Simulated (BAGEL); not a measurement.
# C2H7NSi (SMILES C=NC[SiH3]): a chain of runs

Aim: a single-point energy (HF/def2-SV(P)), then the energy (NEVPT2(2,2)/def2-SV(P)), then a single-point energy (CASPT2(2,2)/def2-SV(P)) of C2H7NSi. 

The calculation is run with BAGEL 1.2.2.

1 further run of the same task is left out (set aside as unsound or not needed).

**1. The system as given**

The species is C2H7NSi (11 atoms), meant as a singlet with charge 0. SMILES: `C=NC[SiH3]`. The C3–H7 distance was set to 1.753 Å, away from the relaxed value. At this shape a bond of the SMILES string is far longer than usual.

Bond lengths: C1–N2 1.259 Å, N2–C3 1.436 Å, C3–Si4 1.892 Å, C1–H5 1.089 Å, C1–H6 1.099 Å, C3–H8 1.102 Å, Si4–H9 1.487 Å, Si4–H10 1.484 Å, Si4–H11 1.488 Å. Some angles: C1–N2–C3 118.6°, N2–C3–Si4 109.5°, N2–C1–H5 119.2°, N2–C1–H6 123.3°, N2–C3–H8 113.6°, Si4–C3–H8 109.5°, C3–Si4–H9 109.5°, C3–Si4–H10 110.5°, C3–Si4–H11 108.9°, H5–C1–H6 117.5°. A long bond or contact: C3–H7 1.753 Å.

**2. A single-point energy at HF/def2-SV(P) (density fitting with svp-jkfit) (run 1)**

The input, input.json:

```json
{ "bagel": [

{
  "title": "molecule",
  "basis": "def2-sv_p_.json",
  "df_basis": "svp-jkfit",
  "geometry": [
    { "atom": "C", "xyz": [    -0.37952504,     4.36520121,     0.28479684 ] },
    { "atom": "N", "xyz": [    -1.05831466,     2.18029986,    -0.36885942 ] },
    { "atom": "C", "xyz": [     0.26373774,     0.04472037,     0.66028543 ] },
    { "atom": "Si", "xyz": [     2.16347941,    -1.54340547,    -1.91975765 ] },
    { "atom": "H", "xyz": [    -1.33667132,     5.99830252,    -0.52230518 ] },
    { "atom": "H", "xyz": [     1.14416114,     4.72368225,     1.65050192 ] },
    { "atom": "H", "xyz": [    -1.94622894,    -2.17583066,     1.73457961 ] },
    { "atom": "H", "xyz": [     1.51889383,     0.52716745,     2.25124585 ] },
    { "atom": "H", "xyz": [     4.09723615,     0.24446442,    -2.89712400 ] },
    { "atom": "H", "xyz": [     0.48899309,    -2.34767291,    -4.02075516 ] },
    { "atom": "H", "xyz": [     3.45529619,    -3.79728182,    -0.84204684 ] }
  ]
},

{
  "title": "hf"
},

{
  "title": "print",
  "file": "orbitals.molden",
  "orbitals": "true"
}

]}
```

The basis set def2-SV(P) is read from a file made from the Basis Set Exchange's data (not shown).

The run is started by

```bash
$ BAGEL_NUM_THREADS=1 BAGEL input.json > input.out
```

Standard output:

```text
* using 1 threads per process

  ===============================================================
  ===============================================================

  *** Geometry ***

  { "atom" : "C", "xyz" : [     -0.379525,      4.365201,      0.284797 ] },
  { "atom" : "N", "xyz" : [     -1.058315,      2.180300,     -0.368859 ] },
  { "atom" : "C", "xyz" : [      0.263738,      0.044720,      0.660285 ] },
  { "atom" : "Si", "xyz" : [      2.163479,     -1.543405,     -1.919758 ] },
  { "atom" : "H", "xyz" : [     -1.336671,      5.998303,     -0.522305 ] },
  { "atom" : "H", "xyz" : [      1.144161,      4.723682,      1.650502 ] },
  { "atom" : "H", "xyz" : [     -1.946229,     -2.175831,      1.734580 ] },
  { "atom" : "H", "xyz" : [      1.518894,      0.527167,      2.251246 ] },
  { "atom" : "H", "xyz" : [      4.097236,      0.244464,     -2.897124 ] },
  { "atom" : "H", "xyz" : [      0.488993,     -2.347673,     -4.020755 ] },
  { "atom" : "H", "xyz" : [      3.455296,     -3.797282,     -0.842047 ] },

  Number of auxiliary basis functions:      481

  Since a DF basis is specified, we compute 2- and 3-index integrals:
    o Being stored without compression. Storage requirement is 0.021 GB

  Number of basis functions:       74
  Number of electrons      :       40

    * METHOD: MOLECULE                             0.22

  *** RHF ***

  === Nuclear Repulsion ===
   154.1956564018

      * DIIS with orbital gradients will be used.

  === RHF iteration (def2-sv_p_.json) ===
      0       -422.71194274          0.01508862           0.05
      1       -422.81477950          0.00841409           0.05
      2       -422.84308350          0.00236648           0.05
      3       -422.84605704          0.00062628           0.05
      4       -422.84626285          0.00013535           0.05
      5       -422.84628346          0.00003514           0.05
      6       -422.84628510          0.00001158           0.05
      7       -422.84628525          0.00000471           0.05
      8       -422.84628527          0.00000185           0.05
      9       -422.84628528          0.00000054           0.05
     10       -422.84628528          0.00000018           0.05
     11       -422.84628528          0.00000006           0.05
     12       -422.84628528          0.00000002           0.05
     13       -422.84628528          0.00000001           0.05
    * SCF iteration converged.

    * Permanent dipole moment:
           (   -0.589432,    -0.546418,    -0.374623) a.u.

    * METHOD: HF                                   0.80

    * METHOD: PRINT                                0.01

  ===============================================================
```

Run time: 1.2 s. Hardware: 1 thread of Arm Neoverse V1, shared host; peak memory 0.15 GiB.

**3. A single-point energy at NEVPT2(2,2)/def2-SV(P) (density fitting with svp-jkfit) (run 2)**

The input, job.json:

```json
{ "bagel": [

{
  "title": "molecule",
  "basis": "def2-sv_p_.json",
  "df_basis": "svp-jkfit",
  "angstrom": false,
  "geometry": [
    { "atom": "C", "xyz": [ -0.37952504,  4.36520121,  0.28479684 ] },
    { "atom": "N", "xyz": [ -1.05831466,  2.18029986, -0.36885942 ] },
    { "atom": "C", "xyz": [  0.26373774,  0.04472037,  0.66028543 ] },
    { "atom": "Si", "xyz": [  2.16347941, -1.54340547, -1.91975765 ] },
    { "atom": "H", "xyz": [ -1.33667132,  5.99830252, -0.52230518 ] },
    { "atom": "H", "xyz": [  1.14416114,  4.72368225,  1.65050192 ] },
    { "atom": "H", "xyz": [ -1.94622894, -2.17583066,  1.73457961 ] },
    { "atom": "H", "xyz": [  1.51889383,  0.52716745,  2.25124585 ] },
    { "atom": "H", "xyz": [  4.09723615,  0.24446442, -2.89712400 ] },
    { "atom": "H", "xyz": [  0.48899309, -2.34767291, -4.02075516 ] },
    { "atom": "H", "xyz": [  3.45529619, -3.79728182, -0.84204684 ] }
  ]
},
{
  "title": "hf"
},
{
  "title": "nevpt2",
  "nstate": 1,
  "nact": 2,
  "nclosed": 19,
  "active": [20, 21],
  "maxiter": 200,
  "natocc": true,
  "ncore": 8
},
{
  "title": "print",
  "file": "orbitals.molden",
  "orbitals": true
}

]}
```

The basis set def2-SV(P) is read from a file made from the Basis Set Exchange's data (not shown).

The run is started by

```bash
$ BAGEL_NUM_THREADS=1 BAGEL job.json > job.out
```

Standard output:

```text
* using 1 threads per process

  ===============================================================
  ===============================================================

  *** Geometry ***

  { "atom" : "C", "xyz" : [     -0.379525,      4.365201,      0.284797 ] },
  { "atom" : "N", "xyz" : [     -1.058315,      2.180300,     -0.368859 ] },
  { "atom" : "C", "xyz" : [      0.263738,      0.044720,      0.660285 ] },
  { "atom" : "Si", "xyz" : [      2.163479,     -1.543405,     -1.919758 ] },
  { "atom" : "H", "xyz" : [     -1.336671,      5.998303,     -0.522305 ] },
  { "atom" : "H", "xyz" : [      1.144161,      4.723682,      1.650502 ] },
  { "atom" : "H", "xyz" : [     -1.946229,     -2.175831,      1.734580 ] },
  { "atom" : "H", "xyz" : [      1.518894,      0.527167,      2.251246 ] },
  { "atom" : "H", "xyz" : [      4.097236,      0.244464,     -2.897124 ] },
  { "atom" : "H", "xyz" : [      0.488993,     -2.347673,     -4.020755 ] },
  { "atom" : "H", "xyz" : [      3.455296,     -3.797282,     -0.842047 ] },

  Number of auxiliary basis functions:      481

  Since a DF basis is specified, we compute 2- and 3-index integrals:
    o Being stored without compression. Storage requirement is 0.021 GB

  Number of basis functions:       74
  Number of electrons      :       40

    * METHOD: MOLECULE                             0.22

  *** RHF ***

  === Nuclear Repulsion ===
   154.1956564018

      * DIIS with orbital gradients will be used.

  === RHF iteration (def2-sv_p_.json) ===
      0       -422.71194274          0.01508862           0.05
      1       -422.81477950          0.00841409           0.05
      2       -422.84308350          0.00236648           0.05
      3       -422.84605704          0.00062628           0.05
      4       -422.84626285          0.00013535           0.05
      5       -422.84628346          0.00003514           0.05
      6       -422.84628510          0.00001158           0.05
      7       -422.84628525          0.00000471           0.05
      8       -422.84628527          0.00000185           0.05
      9       -422.84628528          0.00000054           0.05
     10       -422.84628528          0.00000018           0.05
     11       -422.84628528          0.00000006           0.05
     12       -422.84628528          0.00000002           0.05
     13       -422.84628528          0.00000001           0.05
    * SCF iteration converged.

    * Permanent dipole moment:
           (   -0.589432,    -0.546418,    -0.374623) a.u.

    * METHOD: HF                                   0.80

    * freezing 8 orbitals
  ---------------------------
      CASSCF calculation
  ---------------------------

    ==== Active orbitals : =====
         Orbital 20
         Orbital 21
    ============================

    * nstate   :      1
    * nclosed  :     19
    * nact     :      2
    * nvirt    :     53
  === CASSCF iteration (def2-sv_p_.json) ===

    * Using the second-order algorithm

      0  0      -422.85393148     1.28e-03      0.02

      1  0      -422.88205804     2.20e-03      0.23

      2  0      -422.88546907     4.03e-04      0.25

      3  0      -422.88552858     1.09e-04      0.25

      4  0      -422.88553140     2.87e-05      0.25

      5  0      -422.88553157     7.54e-06      0.26

      6  0      -422.88553158     1.98e-06      0.26

      7  0      -422.88553158     5.20e-07      0.26

      8  0      -422.88553158     1.36e-07      0.23

      9  0      -422.88553158     3.56e-08      0.22

     10  0      -422.88553158     9.31e-09      0.21

    * Second-order optimization converged. *

     guess   0:   closed 1.                   open ..

  === FCI iteration ===

      0  0      -422.84431246     8.23e-02      0.00
      1  0      -422.88549206     2.22e-03      0.00
      2  0 *    -422.88553158     2.02e-16      0.00

     * ci vector, state   0, <S^2> = 0.0000
       2.     0.9700341776
       .2    -0.2429685046

  === DF-NEVPT2 calculation ===

    * 3-index integral transformation done
    * assembly done

      NEVPT2 correlation energy:   -0.4697240123      0.13

          (+0)     -0.4160823331
          (+0)'    -0.0142764839
          (+1)     -0.0097029660
          (+1)'    -0.0000000000
          (+2)     -0.0003409540
          (-1)     -0.0271254913
          (-1)'     0.0000000000
          (-2)     -0.0021957841

      NEVPT2 total energy:       -423.3552555954

    * METHOD: NEVPT2                               2.79

    * METHOD: PRINT                                0.01

  ===============================================================
```

Run time: 4.2 s. Hardware: 1 thread of Arm Neoverse V1, shared host; peak memory 0.15 GiB.

**4. The energy at CASPT2(2,2)/def2-SV(P) (density fitting with svp-jkfit) (run 3)**

Edit job.json of step 3 so:

```diff
@@ -6,3 +6,2 @@
   "df_basis": "svp-jkfit",
-  "angstrom": false,
   "geometry": [
@@ -21,20 +20,6 @@
 },
-{
-  "title": "hf"
-},
-{
-  "title": "nevpt2",
-  "nstate": 1,
-  "nact": 2,
-  "nclosed": 19,
-  "active": [20, 21],
-  "maxiter": 200,
-  "natocc": true,
-  "ncore": 8
-},
-{
-  "title": "print",
-  "file": "orbitals.molden",
-  "orbitals": true
-}
+{ "title": "hf" },
+{ "title": "casscf", "nstate": 1, "nact": 2, "nclosed": 19, "nspin": 0, "active": [20, 21], "maxiter": 200, "natocc": true },
+{ "title": "print", "file": "orbitals.molden", "orbitals": true },
+{ "title": "smith", "method": "caspt2", "ms": true, "xms": true, "sssr": true, "shift": 0.2, "shift_imag": true, "ncore": 8 }
```

The basis set def2-SV(P) is read from a file made from the Basis Set Exchange's data (not shown).

The run is started by

```bash
$ BAGEL_NUM_THREADS=1 BAGEL job.json > job.out
```

Standard output:

```text
* using 1 threads per process

  ===============================================================
  ===============================================================

  *** Geometry ***

  { "atom" : "C", "xyz" : [     -0.379525,      4.365201,      0.284797 ] },
  { "atom" : "N", "xyz" : [     -1.058315,      2.180300,     -0.368859 ] },
  { "atom" : "C", "xyz" : [      0.263738,      0.044720,      0.660285 ] },
  { "atom" : "Si", "xyz" : [      2.163479,     -1.543405,     -1.919758 ] },
  { "atom" : "H", "xyz" : [     -1.336671,      5.998303,     -0.522305 ] },
  { "atom" : "H", "xyz" : [      1.144161,      4.723682,      1.650502 ] },
  { "atom" : "H", "xyz" : [     -1.946229,     -2.175831,      1.734580 ] },
  { "atom" : "H", "xyz" : [      1.518894,      0.527167,      2.251246 ] },
  { "atom" : "H", "xyz" : [      4.097236,      0.244464,     -2.897124 ] },
  { "atom" : "H", "xyz" : [      0.488993,     -2.347673,     -4.020755 ] },
  { "atom" : "H", "xyz" : [      3.455296,     -3.797282,     -0.842047 ] },

  Number of auxiliary basis functions:      481

  Since a DF basis is specified, we compute 2- and 3-index integrals:
    o Being stored without compression. Storage requirement is 0.021 GB

  Number of basis functions:       74
  Number of electrons      :       40

    * METHOD: MOLECULE                             0.22

  *** RHF ***

  === Nuclear Repulsion ===
   154.1956564018

      * DIIS with orbital gradients will be used.

  === RHF iteration (def2-sv_p_.json) ===
      0       -422.71194274          0.01508862           0.05
      1       -422.81477950          0.00841409           0.05
      2       -422.84308350          0.00236648           0.05
      3       -422.84605704          0.00062628           0.05
      4       -422.84626285          0.00013535           0.05
      5       -422.84628346          0.00003514           0.05
      6       -422.84628510          0.00001158           0.05
      7       -422.84628525          0.00000471           0.05
      8       -422.84628527          0.00000185           0.05
      9       -422.84628528          0.00000054           0.05
     10       -422.84628528          0.00000018           0.05
     11       -422.84628528          0.00000006           0.05
     12       -422.84628528          0.00000002           0.05
     13       -422.84628528          0.00000001           0.05
    * SCF iteration converged.

    * Permanent dipole moment:
           (   -0.589432,    -0.546418,    -0.374623) a.u.

    * METHOD: HF                                   0.83

  ---------------------------
      CASSCF calculation
  ---------------------------

    ==== Active orbitals : =====
         Orbital 20
         Orbital 21
    ============================

    * nstate   :      1
    * nclosed  :     19
    * nact     :      2
    * nvirt    :     53
  === CASSCF iteration (def2-sv_p_.json) ===

    * Using the second-order algorithm

      0  0      -422.85393148     1.28e-03      0.02

      1  0      -422.88205804     2.20e-03      0.24

      2  0      -422.88546907     4.03e-04      0.26

      3  0      -422.88552858     1.09e-04      0.25

      4  0      -422.88553140     2.87e-05      0.25

      5  0      -422.88553157     7.54e-06      0.27

      6  0      -422.88553158     1.98e-06      0.27

      7  0      -422.88553158     5.20e-07      0.27

      8  0      -422.88553158     1.36e-07      0.23

      9  0      -422.88553158     3.56e-08      0.22

     10  0      -422.88553158     9.31e-09      0.21

    * Second-order optimization converged. *

     guess   0:   closed 1.                   open ..

  === FCI iteration ===

      0  0      -422.84431246     8.23e-02      0.00
      1  0      -422.88549206     2.22e-03      0.00
      2  0 *    -422.88553158     2.02e-16      0.00

     * ci vector, state   0, <S^2> = 0.0000
       2.     0.9700341776
       .2    -0.2429685046

    * METHOD: CASSCF                               2.60

    * METHOD: PRINT                                0.01

  === SMITH program ===

    * freezing 8 orbitals

    * Approximate memory requirement for SMITH calulation per MPI process:
      o Storage requirement for T-amplitude, lambda, and residual is 0.01 GB
      o Storage requirement for MO integrals is 0.00 GB
    * Calculating and saving rdm4f

    * Zeroth order energy : state  0       -0.7454607512

    * CASPT2 iteration is performed using orthogonal basis

      -------------------------------------------  CASPT2 iteration  ---------------------------------------------------
       #      aibj      arbs      arbi      airj      risj      airs      arst      rist         Etot      error   time
      ------------------------------------------------------------------------------------------------------------------

       0  -0.41441  -0.00277  -0.02829  -0.01037  -0.00049  -0.01300  -0.00000  -0.00000   -0.4693374  0.0011739   0.07
       1  -0.41459  -0.00279  -0.02838  -0.01049  -0.00052  -0.01322  -0.00000  -0.00000   -0.4699862  0.0001822   0.06
       2  -0.41461  -0.00279  -0.02837  -0.01049  -0.00052  -0.01322  -0.00000  -0.00000   -0.4700043  0.0000379   0.06
       3  -0.41461  -0.00279  -0.02837  -0.01049  -0.00052  -0.01322  -0.00000  -0.00000   -0.4700050  0.0000080   0.07
       4  -0.41461  -0.00279  -0.02837  -0.01049  -0.00052  -0.01322   0.00000  -0.00000   -0.4700051  0.0000015   0.07
       5  -0.41461  -0.00279  -0.02837  -0.01049  -0.00052  -0.01322  -0.00000  -0.00000   -0.4700051  0.0000003   0.07

      ------------------------------------------------------------------------------------------------------------------

    * CASPT2 energy : state  0     -423.3586046992
        w/o shift correction       -423.3555366363
        reference weight              0.8509713206

    * METHOD: SMITH                                0.58

  ===============================================================
```

Run time: 4.5 s. Hardware: 1 thread of Arm Neoverse V1, shared host; peak memory 0.15 GiB.

**5. What came out**

| quantity | value |
| --- | --- |
| run 1, HF/def2-SV(P): total energy | -422.84629 Eh |
| run 1, HF/def2-SV(P): dipole moment | 2.25 D |
| run 1, HF/def2-SV(P): HOMO energy | -10.17 eV |
| run 1, HF/def2-SV(P): LUMO energy | 2.33 eV |
| run 1, HF/def2-SV(P): HOMO–LUMO gap | 12.50 eV |
| run 2, NEVPT2(2,2)/def2-SV(P): total energy | -423.35526 Eh |
| run 3, CASPT2(2,2)/def2-SV(P): total energy | -423.35860 Eh |
